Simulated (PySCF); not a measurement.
# MoS₂⁻: relaxation and vibrations of the doublet

Where does doublet MoS₂⁻ go from a linear start, is the end point a minimum, and what are its modes, charges and moments?

Program: PySCF 2.14.0. Level of theory: PBE0, basis Mo def2-SVPD with ECP28, S def2-SVPD, scalar-relativistic core potentials, no spin–orbit coupling, density fitting. These are calculated values, not measurements.

**1. The system as given**

3 atoms, charge -1, spin multiplicity 2.

Bond lengths: Mo1–S2 2.150 Å, Mo1–S3 2.150 Å. Angles: S2–Mo1–S3 180.0°.

Z-matrix (Å, degrees; charge -1 multiplicity 2):
```
Mo
S  1 2.1500
S  1 2.1500 2 180.00
```

**2. Relaxing the doublet from the linear start**

The steps below are one call of a driver around PySCF. For each, scf.py gives the equivalent set-up of the SCF; relaxations use the driver's own optimiser. Before each start the driver seeks the lowest SCF state from one or more starting densities and follows internal instabilities, so scf.py alone need not reach the same state.

The program finds D∞h symmetry in the start, which this walk keeps.

File scf.py:

```python
from pyscf import gto, scf, dft
mol = gto.M(atom='''
Mo     0.000000     0.000000     0.000000
S      0.000000     0.000000     2.150000
S      0.000000     0.000000    -2.150000''',
    basis={'Mo': 'def2-SVPD', 'S': 'def2-SVPD'},
    ecp={'Mo': 'def2-SVPD'},
    charge=-1, spin=1)
mf = dft.UKS(mol, xc='PBE0')
mf.grids.atom_grid = (50, 194)
aux = {'Mo': 'def2-universal-JKFIT', 'S': 'def2-universal-JKFIT'}
mf = mf.density_fit(auxbasis=aux)
mf.kernel()
```

Further steps of the session: Frequencies; Leaving the saddle point; Vibrations and properties at this point.

What does the calculation give? Wanted: minimum; geometry; wavenumbers; dipole moment; highest occupied, lowest empty level; polar-tensor charge of Mo1; zero-point energy; ⟨S²⟩.

The runs gave:

```
                                          quantity                             value
                                           minimum   broken-symmetry (Ms = 1/2), C2v
                                          geometry  Mo–S 2.170 Å (×2); S–Mo–S 133.4°
                                wavenumbers (cm⁻¹)      105 (a1), 480 (a1), 506 (b2)
                    dipole moment (centre of mass)                            1.93 D
highest occupied, lowest empty level (either spin)                    -0.90, 1.78 eV
                        polar-tensor charge of Mo1                           +0.82 e
                                 zero-point energy                        6.5 kJ/mol
                               entropy at 298.15 K                   301.0 J/(mol K)
                                              ⟨S²⟩                             1.763
```

**Reading.** The linear start (D∞h) ends in a minimum of C2v symmetry, after a first stop at a second-order saddle point 19.7 kJ/mol higher, from which it was pushed off along an imaginary mode. The determinant is spin-contaminated (⟨S²⟩ = 1.76 against 0.75), so it is no pure spin state. The strongest infrared band lies at 506 cm⁻¹ (b2, stretch). Other starts or spin states, not run here, may lie lower. Open d and f shells are described by one determinant, and the ground state may have another occupation or spin.
